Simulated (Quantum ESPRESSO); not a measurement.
# SiF: zone-centre phonons under several settings

```xyz
2
Lattice="3.0286 0.0000 0.0000 0.0000 3.0286 0.0000 0.0000 0.0000 3.0286" Properties=species:S:1:pos:R:3 pbc="T T T"
Si    1.5143    1.5143    1.5143
F     0.0000    0.0000    0.0000
```

The cell was built by a generator and needn't be a form met in nature.

All runs used Quantum ESPRESSO 7.5; k mesh 6 × 6 × 6, shifted; no spin polarisation; occupations fermi-dirac, width 0.05 eV.

```tsv
level	potentials	geometry	cutoff (eV)	volume (Å³/atom)	pressure (GPa)	lowest optical mode without the field (cm⁻¹)
revPBE+D3(BJ)	JTH 2.0 PBE	relaxed cell	707	13.57	0.0	90i
WC	Ansatz NC SR PBE	given cell, atoms relaxed	1320	13.89	?	?
PBE	PseudoDojo 0.4 SR PBE stringent	given cell, atoms relaxed	1034	13.89	-0.5	147i
revPBE	PseudoDojo 0.4.1 SR PBE standard	volume scaled by 0.8, atoms relaxed	1143	11.11	28.7	31
```

Question: What stands in the row left open?

Answer: Pressure -3.2 GPa; lowest optical mode without the field 152i cm⁻¹.

Values marked i are imaginary: the cell is unstable against those modes at that level, or the meshes are too thin.

Caveats: some runs use coarse meshes; the mesh is thin for the phonons of a metal; an odd number of electrons without spin polarisation forces a metal; a magnetic or distorted state may lie lower; the potentials were made for another functional, which shifts forces and pressure (some runs); some modes are imaginary (some runs); the cell is more than 3 GPa from zero pressure, which shifts response properties (some runs); before the sum rule the acoustic modes lie tens of cm⁻¹ from zero, a sign that the density grid also shifts the optical modes (some runs).

For the row left open. Caveat: the k mesh is coarse; the mesh is thin for the phonons of a metal; the potentials were made for another functional, which shifts forces and pressure; some modes are imaginary; the cell is more than 3 GPa from zero pressure, which shifts response properties; an odd number of electrons without spin polarisation forces a metal; a magnetic or distorted state may lie lower.
